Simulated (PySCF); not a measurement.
**KN: bond curves at several levels of theory**

An exercise on one series of results from a longer session: the logs are not shown, and one member is left open.

Computed with PySCF 2.14.0. Level: K def2-TZVPP, N def2-TZVPP, no relativity.

The first run:

Settings of the job:

* atoms: K, N
* charge: 0
* basis: K def2-TZVPP, N def2-TZVPP
* Hamiltonian: no relativity
* basis functions: 64
* electrons treated: 26
* masses in u: 38.9637, 14.0031
* levels: PBE0, PBE, r²SCAN, r²SCAN0, TPSS, TPSSh, r²SCANh, ωB97M-V, HF, MP2, SCS-MP2, CCSD, CCSD(T)
* grid: 80 radial by 434 angular points
* occupations: held fixed by the projection of orbital angular momentum
* dissociation limit: K + N, each in its ground configuration
* starting distance in angstrom: 2.600
* values of 2S to try: 0, 2, 4

Command:

```bash
$ OMP_NUM_THREADS=1 python dia.py task.json out
```

Among the steps run: The job; The PBE0 curve of the state that the search chose; Other states along the same grid; PBE (GGA); r²SCAN (meta-GGA); r²SCAN0 (hybrid meta-GGA); TPSS (meta-GGA); TPSSh (hybrid meta-GGA); r²SCANh (hybrid meta-GGA); ωB97M-V (range-separated hybrid); ROHF; Correlated methods on the Hartree–Fock reference.

One table of the session follows, with a row left open; its other results are not shown here.

It belongs to the step «The curves together». Energy (eV) from each level's lowest point:

```
R (Å)   ROHF  ROHF-MP2  ROHF-SCS-MP2  ROHF-CCSD  ROHF-CCSD(T)
2.227  0.400     0.359         0.375        n/a           n/a
2.330  0.169     0.147         0.157      0.175         0.183
2.434      ?         ?             ?          ?             ?
2.511  0.006     0.003         0.006      0.012         0.015
2.589  0.000     0.000         0.000      0.000         0.000
2.667  0.019     0.020         0.018      0.010         0.006
2.770  0.073     0.074         0.068      0.048         0.038
2.900  0.173     0.169         0.160      0.119         0.099
3.055  0.320     0.307         0.293      0.218         0.186
3.262  0.538     0.508         0.488        n/a           n/a
```

Estimate the missing values for R (Å) = 2.434.

Worked estimate for «ROHF». A straight line through the neighbours (2.330, 0.169) and (2.511, 0.006) gives 0.169 + (0.006 − 0.169) × (2.434 − 2.330) / (2.511 − 2.330) = 0.075; a parabola fitted to 4 rows on both sides gives 0.041.

The run gave: ROHF: 0.046; ROHF-MP2: 0.037; ROHF-SCS-MP2: 0.043; ROHF-CCSD: 0.054; ROHF-CCSD(T): 0.060. In «ROHF» the line misses by +0.029 and the parabola by -0.005.
